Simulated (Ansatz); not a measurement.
# YNb6Sn6: a short molecular-dynamics run

A trajectory of YNb6Sn6, a distorted structure with 13 atoms that was not relaxed first: 30 steps of 1 fs at constant energy, with velocities drawn for 600 K.

All numbers below are computed with Ansatz 0.2.0 (DFT PBE, plane waves, PAW, scalar-relativistic, no spin polarisation).

## Step 1: The system as given

The cell holds 13 atoms (Nb6Sn6Y): a = 5.750 Å, b = 5.896 Å, c = 9.662 Å, α = 92.26°, β = 89.78°, γ = 60.28°.

Structure file:

```cif
data_structure
_symmetry_space_group_name_H-M 'P 1'
_symmetry_Int_Tables_number 1
_cell_length_a 5.7503
_cell_length_b 5.8964
_cell_length_c 9.6616
_cell_angle_alpha 92.259
_cell_angle_beta 89.776
_cell_angle_gamma 60.285
_cell_volume 284.19
loop_
_atom_site_label
_atom_site_type_symbol
_atom_site_fract_x
_atom_site_fract_y
_atom_site_fract_z
_atom_site_occupancy
Y1 Y 0.99769 0.97885 0.51456 1
Nb1 Nb 0.52167 0.46776 0.25283 1
Nb2 Nb 0.50825 0.98703 0.25590 1
Nb3 Nb 0.95561 0.53938 0.25984 1
Nb4 Nb 0.98597 0.49335 0.74311 1
Nb5 Nb 0.48701 0.99313 0.74196 1
Nb6 Nb 0.48572 0.49641 0.75889 1
Sn1 Sn 0.01954 0.96880 0.18010 1
Sn2 Sn 0.94027 0.04255 0.82800 1
Sn3 Sn 0.64924 0.67112 0.99588 1
Sn4 Sn 0.29087 0.33285 0.01384 1
Sn5 Sn 0.66600 0.64931 0.49403 1
Sn6 Sn 0.31660 0.35813 0.50893 1
```

## Step 2: Molecular dynamics

The input, input.yaml:

```yaml
crystal:
  lattice:
    - [2.851533, 4.993498, 0.011681]
    - [-2.996284, 5.07707, -0.115356]
    - [0.209901, -0.098901, 9.658854]
  atoms:
    - { symbol: "Y", position: [0.997686, 0.978849, 0.514564] }
    - { symbol: Nb, position: [0.521666, 0.467763, 0.252828] }
    - { symbol: Nb, position: [0.508247, 0.987033, 0.255903] }
    - { symbol: Nb, position: [0.955614, 0.539379, 0.259836] }
    - { symbol: Nb, position: [0.98597, 0.493348, 0.743113] }
    - { symbol: Nb, position: [0.487012, 0.993129, 0.741963] }
    - { symbol: Nb, position: [0.485723, 0.496406, 0.758887] }
    - { symbol: Sn, position: [0.019538, 0.968801, 0.180095] }
    - { symbol: Sn, position: [0.940269, 0.042548, 0.828001] }
    - { symbol: Sn, position: [0.649237, 0.671121, 0.995876] }
    - { symbol: Sn, position: [0.290874, 0.332853, 0.013841] }
    - { symbol: Sn, position: [0.665997, 0.649308, 0.494032] }
    - { symbol: Sn, position: [0.316597, 0.358131, 0.508929] }
kpoints:
  mp_grid: { grid: [3, 3, 2] }
magnetization:
  spin_polarized: false
scf:
  occupations: { method: fermi_dirac, width: 0.1 }
hamiltonian:
  pseudopotentials: { kind: paw }
  xc: pbe
basis:
  ecutwfc: 420
md:
  timestep: 1.0
  n_steps: 30
  ensemble: nve
  temperature: 600.0
  initial_velocities: maxwell_boltzmann
  seed: 162420
```

Started as:

```bash
ansatz run input.yaml --threads 2 --pin off --max-ram 2560MiB --backend cpu --events-out ev --progress --plain --runs-dir out
```

The log of the run, shortened:

```text
Warning: md: disabling space-group detection — thermal motion breaks the input geometry's symmetry, so no spatial operation reduces the k-mesh or symmetrises the density; time reversal is kept, so that k and −k are solved as one point where they differ and the mesh holds both, and exact [...]
Warning: RAYON_NUM_THREADS=2 ignored (pool sized by the plan → 2); use --threads N
[...]
Pseudopotentials: kind: paw
Pseudopotential: Y, paw, valence charge 11, recommended cutoff 420 eV (normal), Y.paw.azcp
Pseudopotential: Nb, paw, valence charge 13, recommended cutoff 420 eV (normal), Nb.paw.azcp
Pseudopotential: Sn, paw, valence charge 14, recommended cutoff 420 eV (normal), Sn.paw.azcp
Functional definition: PBE
[...]
Crystal: 13 atoms, lattice volume = 284.188 Å³
Basis set: ecut = 420 eV, 5543 PW (Γ), exchange–correlation on 80×80×144 points (8 copies of the dense FFT grid, shifted against one another)
Bands: 104, of which v1, the nominal top of the filled ones, is band 87 counted from 1 (86 counted from 0)
Symmetry: 1 space group operations
k-points: 10 of 18 (time reversal used)
[...]
SCF iter   1: F=—  HF=-67310.430834 eV  |F-HF|=—  |Δ(HF+E_count)|=         —  Δρ=4.03e-3  dr2=9.49e-2  ethr=1.77e-3  ⟨swp⟩=6.0  Hψ=3784  notcnv=0
[...]
md step     0: t =     0.00 fs  T =   600.0 K  F+E_penalty+E_count = -67310.42026996 eV  E_kin = 0.930672 eV  conserved = -67309.48959797 eV  (9 SCF iters)
[...]
md step     2: t =     2.00 fs  T =   614.6 K  F+E_penalty+E_count = -67310.44295586 eV  E_kin = 0.953353 eV  conserved = -67309.48960283 eV  (6 SCF iters)
[...]
md step     4: t =     4.00 fs  T =   633.6 K  F+E_penalty+E_count = -67310.47234183 eV  E_kin = 0.982729 eV  conserved = -67309.48961282 eV  (6 SCF iters)
[...]
md step     6: t =     6.00 fs  T =   656.4 K  F+E_penalty+E_count = -67310.50785520 eV  E_kin = 1.018229 eV  conserved = -67309.48962670 eV  (2 SCF iters)
[...]
md step     8: t =     8.00 fs  T =   682.7 K  F+E_penalty+E_count = -67310.54866202 eV  E_kin = 1.059018 eV  conserved = -67309.48964384 eV  (3 SCF iters)
[...]
md step     9: t =     9.00 fs  T =   697.0 K  F+E_penalty+E_count = -67310.57072520 eV  E_kin = 1.081072 eV  conserved = -67309.48965363 eV  (2 SCF iters)
[...]
md step    10: t =    10.00 fs  T =   711.8 K  F+E_penalty+E_count = -67310.59369560 eV  E_kin = 1.104031 eV  conserved = -67309.48966434 eV  (6 SCF iters)
```

## Step 3: The log goes on

Output, continued, shortened:

```text
SCF iter   1: F=—  HF=-67310.617410 eV  |F-HF|=—  |Δ(HF+E_count)|=         —  Δρ=3.94e-6  dr2=7.99e-8  ethr=2.79e-10  ⟨swp⟩=3.5  Hψ=3050  notcnv=0
[...]
md step    11: t =    11.00 fs  T =   727.0 K  F+E_penalty+E_count = -67310.61741010 eV  E_kin = 1.127734 eV  conserved = -67309.48967569 eV  (3 SCF iters)
[...]
md step    16: t =    16.00 fs  T =   806.6 K  F+E_penalty+E_count = -67310.74090168 eV  E_kin = 1.251166 eV  conserved = -67309.48973553 eV  (3 SCF iters)
[...]
md step    21: t =    21.00 fs  T =   880.4 K  F+E_penalty+E_count = -67310.85543492 eV  E_kin = 1.365642 eV  conserved = -67309.48979332 eV  (3 SCF iters)
[...]
md step    26: t =    26.00 fs  T =   934.4 K  F+E_penalty+E_count = -67310.93918032 eV  E_kin = 1.449346 eV  conserved = -67309.48983445 eV  (2 SCF iters)
[...]
md step    30: t =    30.00 fs  T =   956.2 K  F+E_penalty+E_count = -67310.97307377 eV  E_kin = 1.483224 eV  conserved = -67309.48984976 eV  (6 SCF iters)
SCF converged after 6 iterations
Free energy (F): -67310.973074 eV
[...]
E sigma→0 (E₀):  -67310.899619 eV
Entropy (-TS):   -0.146910 eV (-11.301 meV/atom)
Fermi energy:    14.173690 eV
[...]
--- Forces (eV/Å), atoms counted from 1 ---
  atom   1  Y     -0.78267661    -0.44483371     0.02410180
  atom   2  Nb     0.02433187    -0.01368511     0.23200433
  atom   3  Nb    -0.34138665     0.07616103    -0.65962542
  atom   4  Nb     0.41368777    -1.03173155    -1.46798659
  atom   5  Nb    -1.25979718     0.13114657     0.76817120
  atom   6  Nb     0.50628277     0.02053024     0.80872699
  atom   7  Nb    -0.12168652     0.85927411    -0.55758888
  atom   8  Sn    -0.99554874     0.38437820     0.03239762
[...]
--- MD trajectory: 30 steps, t = 0.0 → 30.0 fs ---
  final state: T = 956.2 K   F+E_penalty+E_count = -67310.97307377 eV   E_kin = 1.483224 eV
  conserved energy: peak-to-peak 2.518e-4 eV (1.937e-5 eV/atom) over 30.0 fs
```

It took 4 min on 2 threads of Intel Xeon Platinum 8259CL at 2.50GHz (Skylake/Cascade Lake), shared host; peak memory 1.1 GiB.

## Step 4: What the atoms did

One step in 2; energies are changes from step 0; msd is the mean square displacement from the start, the centre of mass held:

```
time (fs)  T (K)  potential energy change (meV/atom)  total energy change (meV/atom)  msd Y (Å²)  msd Nb (Å²)  msd Sn (Å²)
      0.0    600                                 0.0                            0.00       0.000        0.000        0.000
      2.0    615                                -1.7                            0.00       0.000        0.000        0.000
      4.0    634                                -4.0                            0.00       0.000        0.000        0.000
      6.0    656                                -6.7                            0.00       0.001        0.001        0.000
      8.0    683                                -9.9                            0.00       0.002        0.001        0.000
     10.0    712                               -13.3                           -0.01       0.003        0.002        0.001
     12.0    743                               -17.0                           -0.01       0.005        0.003        0.001
     14.0    775                               -20.8                           -0.01       0.006        0.004        0.002
     16.0    807                               -24.7                           -0.01       0.008        0.005        0.002
     18.0    838                               -28.4                           -0.01       0.010        0.007        0.003
     20.0    867                               -31.9                           -0.01       0.013        0.008        0.003
     22.0    893                               -35.0                           -0.02       0.016        0.010        0.004
     24.0    916                               -37.7                           -0.02       0.019        0.012        0.005
     26.0    934                               -39.9                           -0.02       0.022        0.015        0.006
     28.0    948                               -41.5                           -0.02       0.025        0.017        0.007
     30.0    956                               -42.5                           -0.02       0.028        0.020        0.009
```

time (fs), T (K) and a bar:
```
      0.0        600 
      1.0        607 #
      3.0        624 ##
      4.0        634 ###
      5.0        645 ####
      7.0        669 ######
      8.0        683 #######
      9.0        697 ########
     10.0        712 #########
     12.0        743 ############
     13.0        759 #############
     14.0        775 ###############
     16.0        807 #################
     17.0        822 ###################
     18.0        838 ####################
     20.0        867 ######################
     21.0        880 ########################
     22.0        893 #########################
     23.0        905 ##########################
     25.0        926 ###########################
     26.0        934 ############################
     27.0        942 #############################
     29.0        953 ##############################
     30.0        956 ##############################
```

## Step 5: Snapshots as a file

Extended XYZ, with forces in eV/Å:

```xyz
13
Lattice="2.852 4.993 0.012 -2.996 5.077 -0.115 0.210 -0.099 9.659" Properties=species:S:1:pos:R:3:forces:R:3 pbc="T T T" time_fs=4.0 T=634 dE=-0.0521
Y     0.031    9.917    4.858   -0.485    0.233   -0.605
Nb    0.131    4.962    2.393   -1.328   -0.278   -0.097
Nb   -1.449    7.527    2.370   -0.904    0.113   -0.002
Nb    1.181    7.499    2.475    2.762   -0.263   -1.463
Nb    1.501    7.349    7.129   -0.474    0.265    1.400
Nb   -1.446    7.396    7.056   -0.342   -0.382    0.939
Nb    0.053    4.851    7.281   -1.032    0.115   -1.096
Sn   -2.805    4.998    1.627   -0.624    0.534    0.182
Sn    2.725    4.831    8.006    1.946   -0.064    0.329
Sn    0.044    6.558    9.548   -0.146    0.097    0.709
Sn   -0.165    3.134    0.095    0.396    0.333   -0.983
Sn    0.046    6.580    4.708   -0.751   -0.457    1.840
Sn   -0.062    3.333    4.870    0.981   -0.245   -1.152
13
Lattice="2.852 4.993 0.012 -2.996 5.077 -0.115 0.210 -0.099 9.659" Properties=species:S:1:pos:R:3:forces:R:3 pbc="T T T" time_fs=8.0 T=683 dE=-0.1284
Y     0.041    9.934    4.847   -0.539    0.153   -0.512
Nb    0.120    4.968    2.392   -1.178   -0.242   -0.038
Nb   -1.445    7.530    2.377   -0.862    0.122   -0.096
Nb    1.202    7.513    2.489    2.558   -0.391   -1.561
Nb    1.512    7.344    7.127   -0.618    0.250    1.423
Nb   -1.461    7.391    7.055   -0.216   -0.346    0.966
Nb    0.047    4.832    7.282   -0.955    0.231   -1.098
Sn   -2.801    4.997    1.626   -0.689    0.549    0.166
Sn    2.725    4.832    8.010    1.895   -0.146    0.270
Sn    0.038    6.565    9.547   -0.110    0.063    0.675
Sn   -0.164    3.128    0.091    0.381    0.350   -0.892
Sn    0.034    6.586    4.714   -0.652   -0.475    1.738
Sn   -0.060    3.317    4.861    0.985   -0.117   -1.042
13
Lattice="2.852 4.993 0.012 -2.996 5.077 -0.115 0.210 -0.099 9.659" Properties=species:S:1:pos:R:3:forces:R:3 pbc="T T T" time_fs=11.0 T=727 dE=-0.1971
Y     0.048    9.947    4.838   -0.578    0.087   -0.441
Nb    0.110    4.973    2.391   -1.050   -0.211    0.008
Nb   -1.442    7.533    2.382   -0.814    0.128   -0.169
Nb    1.222    7.523    2.498    2.357   -0.493   -1.600
Nb    1.520    7.340    7.128   -0.721    0.237    1.408
Nb   -1.473    7.387    7.056   -0.120   -0.311    0.977
Nb    0.041    4.818    7.282   -0.875    0.318   -1.074
Sn   -2.798    4.998    1.626   -0.739    0.550    0.153
Sn    2.726    4.833    8.013    1.834   -0.206    0.221
Sn    0.033    6.570    9.547   -0.084    0.032    0.644
Sn   -0.163    3.123    0.087    0.370    0.364   -0.822
Sn    0.024    6.591    4.720   -0.557   -0.472    1.622
Sn   -0.057    3.304    4.853    0.978   -0.025   -0.928
13
Lattice="2.852 4.993 0.012 -2.996 5.077 -0.115 0.210 -0.099 9.659" Properties=species:S:1:pos:R:3:forces:R:3 pbc="T T T" time_fs=15.0 T=791 dE=-0.2959
Y     0.056    9.964    4.825   -0.628   -0.009   -0.343
Nb    0.096    4.979    2.390   -0.859   -0.166    0.067
Nb   -1.441    7.536    2.388   -0.732    0.132   -0.270
Nb    1.250    7.536    2.507    2.032   -0.629   -1.616
Nb    1.529    7.335    7.131   -0.851    0.220    1.348
Nb   -1.489    7.381    7.059    0.010   -0.254    0.978
Nb    0.032    4.800    7.279   -0.745    0.436   -1.013
Sn   -2.796    4.999    1.625   -0.806    0.539    0.133
Sn    2.730    4.834    8.016    1.726   -0.287    0.153
Sn    0.027    6.577    9.548   -0.050   -0.014    0.598
Sn   -0.162    3.117    0.080    0.356    0.386   -0.726
Sn    0.010    6.596    4.730   -0.407   -0.449    1.423
Sn   -0.052    3.288    4.841    0.954    0.095   -0.734
13
Lattice="2.852 4.993 0.012 -2.996 5.077 -0.115 0.210 -0.099 9.659" Properties=species:S:1:pos:R:3:forces:R:3 pbc="T T T" time_fs=19.0 T=853 dE=-0.3919
Y     0.064    9.981    4.812   -0.675   -0.116   -0.245
Nb    0.081    4.985    2.389   -0.646   -0.120    0.123
Nb   -1.440    7.540    2.394   -0.638    0.130   -0.374
Nb    1.283    7.547    2.514    1.651   -0.760   -1.600
Nb    1.537    7.331    7.136   -0.974    0.201    1.244
Nb   -1.505    7.375    7.063    0.143   -0.189    0.961
Nb    0.022    4.783    7.275   -0.593    0.553   -0.921
Sn   -2.795    5.001    1.625   -0.868    0.514    0.111
Sn    2.737    4.835    8.020    1.593   -0.366    0.083
Sn    0.021    6.585    9.550   -0.015   -0.064    0.548
Sn   -0.160    3.112    0.072    0.341    0.412   -0.627
Sn   -0.004    6.600    4.741   -0.235   -0.408    1.190
Sn   -0.047    3.272    4.828    0.916    0.212   -0.492
13
Lattice="2.852 4.993 0.012 -2.996 5.077 -0.115 0.210 -0.099 9.659" Properties=species:S:1:pos:R:3:forces:R:3 pbc="T T T" time_fs=22.0 T=893 dE=-0.4550
Y     0.068    9.994    4.801   -0.707   -0.201   -0.171
Nb    0.069    4.989    2.388   -0.474   -0.088    0.160
Nb   -1.441    7.543    2.398   -0.561    0.123   -0.453
Nb    1.309    7.555    2.517    1.335   -0.850   -1.574
Nb    1.542    7.328    7.141   -1.061    0.185    1.138
Nb   -1.517    7.370    7.067    0.243   -0.136    0.935
Nb    0.014    4.770    7.272   -0.469    0.641   -0.836
Sn   -2.794    5.002    1.625   -0.911    0.487    0.092
Sn    2.743    4.835    8.024    1.480   -0.424    0.030
Sn    0.016    6.590    9.552    0.011   -0.103    0.510
Sn   -0.158    3.108    0.066    0.330    0.434   -0.552
Sn   -0.015    6.603    4.751   -0.096   -0.369    1.001
Sn   -0.041    3.260    4.819    0.878    0.300   -0.283
13
Lattice="2.852 4.993 0.012 -2.996 5.077 -0.115 0.210 -0.099 9.659" Properties=species:S:1:pos:R:3:forces:R:3 pbc="T T T" time_fs=26.0 T=934 dE=-0.5189
Y     0.074   10.011    4.787   -0.747   -0.321   -0.073
Nb    0.052    4.994    2.387   -0.229   -0.048    0.202
Nb   -1.442    7.548    2.403   -0.454    0.105   -0.558
Nb    1.345    7.564    2.519    0.885   -0.953   -1.526
Nb    1.547    7.324    7.149   -1.167    0.160    0.967
Nb   -1.532    7.363    7.074    0.376   -0.059    0.883
Nb    0.003    4.755    7.265   -0.296    0.754   -0.705
Sn   -2.795    5.005    1.625   -0.959    0.440    0.064
Sn    2.752    4.834    8.028    1.318   -0.498   -0.037
Sn    0.010    6.597    9.555    0.046   -0.156    0.460
Sn   -0.155    3.104    0.057    0.314    0.467   -0.448
Sn   -0.030    6.607    4.765    0.094   -0.310    0.743
Sn   -0.033    3.244    4.805    0.818    0.420    0.028
13
Lattice="2.852 4.993 0.012 -2.996 5.077 -0.115 0.210 -0.099 9.659" Properties=species:S:1:pos:R:3:forces:R:3 pbc="T T T" time_fs=30.0 T=956 dE=-0.5528
Y     0.078   10.027    4.773   -0.783   -0.445    0.024
Nb    0.034    5.000    2.387    0.024   -0.014    0.232
Nb   -1.444    7.552    2.407   -0.341    0.076   -0.660
Nb    1.383    7.572    2.519    0.414   -1.032   -1.468
Nb    1.550    7.321    7.160   -1.260    0.131    0.768
Nb   -1.547    7.356    7.082    0.506    0.021    0.809
Nb   -0.009    4.740    7.258   -0.122    0.859   -0.558
Sn   -2.797    5.009    1.625   -0.996    0.384    0.032
Sn    2.764    4.833    8.032    1.147   -0.567   -0.101
Sn    0.004    6.604    9.558    0.082   -0.210    0.412
Sn   -0.152    3.100    0.048    0.298    0.504   -0.342
Sn   -0.044    6.610    4.780    0.284   -0.249    0.487
Sn   -0.024    3.229    4.792    0.747    0.541    0.364
```

## Step 6: Outcome

| quantity | value |
| --- | --- |
| length | 30 steps of 1 fs |
| temperature, first and last step | 600 and 956 K |
| temperature, second half | mean 889 K, from 791 to 956 K |
| potential energy, second half | -35 meV/atom from the start |
| largest change of the total energy | 0.02 meV/atom |
| mean square displacement, second half | Y 0.017, Nb 0.011, Sn 0.005 Å² |

The temperature starts at 600 K and averages 889 K in the second half, where it still rises, from 791 to 956 K; the start was no minimum (force components up to 2.9 eV/Å), and the potential energy that it sheds (35 meV/atom) turns into motion. The total energy strays from its start by at most 0.02 meV/atom, under 0.1 % of the mean kinetic energy, which is good for a step of 1 fs. The farthest move is 0.24 Å, against a mean nearest distance of 2.8 Å at the start: no atom has changed site so far. A run of 30 fs with 13 atoms shows the motion but fixes no equilibrium value.
